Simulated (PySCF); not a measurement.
# TlP (triplet) at other levels of theory

What do other methods print for TlP (triplet)?

Method: method and basis as typed in the scripts; program: PySCF 2.14.0.

3 further runs of the same task are left out: 3 that didn't finish.

### 1 The starting structure

TlP (triplet): 2 atoms, charge 0, spin multiplicity 3.

Bond lengths: Tl1–P2 2.495 Å.

### 2 The run that the others are compared with

Input file input.py:

```python
from pyscf import gto, dft

mol = gto.M(
    atom='Tl 0 0 0; P 0 0 2.495',
    basis='sbkjc',
    ecp={'Tl': 'sbkjc', 'P': 'sbkjc'},
    charge=0,
    spin=2,
    verbose=4,
)
mf = dft.UKS(mol, xc='tpss')
mf.kernel()
mf.stability(internal=True, external=True)
mf.dip_moment()
print('orbital energies (hartree):', [e[max(0, n-3):n+3].round(4) for e, n in zip(mf.mo_energy, mol.nelec)])
```

Started as:

```bash
$ OMP_NUM_THREADS=1 python input.py
```

### 3 Wb97

Run 1 changes functional: tpss → wb97.

Changes to input.py since step 2:

```diff
@@ -10,3 +10,3 @@
 )
-mf = dft.UKS(mol, xc='tpss')
+mf = dft.UKS(mol, xc='wb97')
 mf.kernel()
```

### 4 SCF alone

Run 2 changes step after the SCF: stability → none.

Changes to input.py since step 2:

```diff
@@ -12,3 +12,2 @@
 mf.kernel()
-mf.stability(internal=True, external=True)
 mf.dip_moment()
```

### 5 Pbe0

Run 3 changes functional: tpss → pbe0.

Changes to input.py since step 2:

```diff
@@ -10,3 +10,3 @@
 )
-mf = dft.UKS(mol, xc='tpss')
+mf = dft.UKS(mol, xc='pbe0')
 mf.kernel()
```

Q: Predict the outcome of this session. Wanted: for each run, E(SCF); from base; gap, α spin; SCF dipole; after the SCF.

The runs gave:

| run | E(SCF) (hartree) | from base (eV) | cycles | gap, α spin (eV) | SCF dipole (D) | after the SCF |
| --- | --- | --- | --- | --- | --- | --- |
| base | -179.076286 | 0 | 11 | 2.76 | 2.05 | unstable: internal, UHF/UKS -> GHF/GKS |
| wb97 | -179.100924 | not comparable | 15 | 8.44 | 3.74 | unstable: internal, real -> complex, UHF/UKS -> GHF/GKS |
| SCF alone | -179.076286 | 0.0000 | 11 | 2.76 | 2.05 | n/a |
| pbe0 | -179.141470 | not comparable | 13 | 4.20 | 2.13 | unstable: UHF/UKS -> GHF/GKS |

The α-spin gap between the frontier levels is 2.8 eV with tpss (0 % exact exchange) and 4.2 eV with pbe0 (25 %): exact exchange opens it. Total energies of different functionals can't be compared with each other; differences within one functional can.
